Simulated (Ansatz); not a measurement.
# Sr2C: the cell at several levels of theory

An exercise on one series of results from a longer session: the logs are not shown, and one member is left open.

The runs shown are made with Ansatz 0.2.0. PAW datasets, plane waves, zero pressure. These are computed values for a spin-unpolarised cell that may be hypothetical; none is a measurement.

### Starting point

This is the cell as the run starts from it, not yet at rest; its lengths are not the crystal's.

It is cubic, Fm-3m (No. 225); a = 6.163 Å in the conventional setting, 19.51 Å³ an atom. C has 8 Sr at 2.67 Å; Sr has 4 C at 2.67 Å.

Structure file:

```
CELL_PARAMETERS angstrom
0.00000 3.08148 3.08148
3.08148 0.00000 3.08148
3.08148 3.08148 0.00000
ATOMIC_POSITIONS crystal
C 0.00000 0.00000 0.00000
Sr 0.25000 0.25000 0.25000
Sr 0.75000 0.75000 0.75000
```

The first run:

Contents of input.yaml:

```yaml
crystal:
  lattice:
    - [0.0, 3.0814800447, 3.0814800447]
    - [3.0814800447, 0.0, 3.0814800447]
    - [3.0814800447, 3.0814800447, 0.0]
  atoms:
    - { symbol: C, position: [0.0, 0.0, 0.0] }
    - { symbol: Sr, position: [0.25, 0.25, 0.25] }
    - { symbol: Sr, position: [0.75, 0.75, 0.75] }
kpoints:
  mp_grid: { grid: [6, 6, 6] }
hamiltonian:
  xc: pbe
scf:
  occupations: { method: fermi_dirac, width: 0.02 }
relax:
  f_tol: 0.005
  cell: {}
output:
  write_density: true
  write_potential: true
  elf: true
  volumetric_format: npy
```

Launch:

```
ansatz run input.yaml --threads 2 --pin off --max-ram 2211MiB --backend cpu --events-out ev --progress --plain --runs-dir out
```

Among the steps run: Relaxation with PBE; r2SCAN: cell and atoms; Relaxing with PBEsol; Relaxation with LDA; Relaxing with HSE06.

One of the session's tables, all rows but one given; the rest of the session is left out.

```
 level  a (Å)  volume (Å³/atom)
   PBE  6.740            25.517
r2SCAN  6.720            25.292
PBEsol      ?                 ?
   LDA  6.515            23.042
 HSE06  6.732            25.428
```

Estimate the missing values for PBEsol.

**Answer.** a (Å): 6.619; volume (Å³/atom): 24.164. In the column «a (Å)» it lies between LDA (6.515) and r2SCAN (6.720).

The first relaxation changed the volume by +30.8 % from the start. The volume runs from LDA (least) to PBE (most), a spread of 10.7 %, or 3.5 % in length if all axes shared it alike. The meshes differ: PBE 6×6×6, r2SCAN 6×6×6, PBEsol 6×6×6, LDA 6×6×6, HSE06 4×4×4.
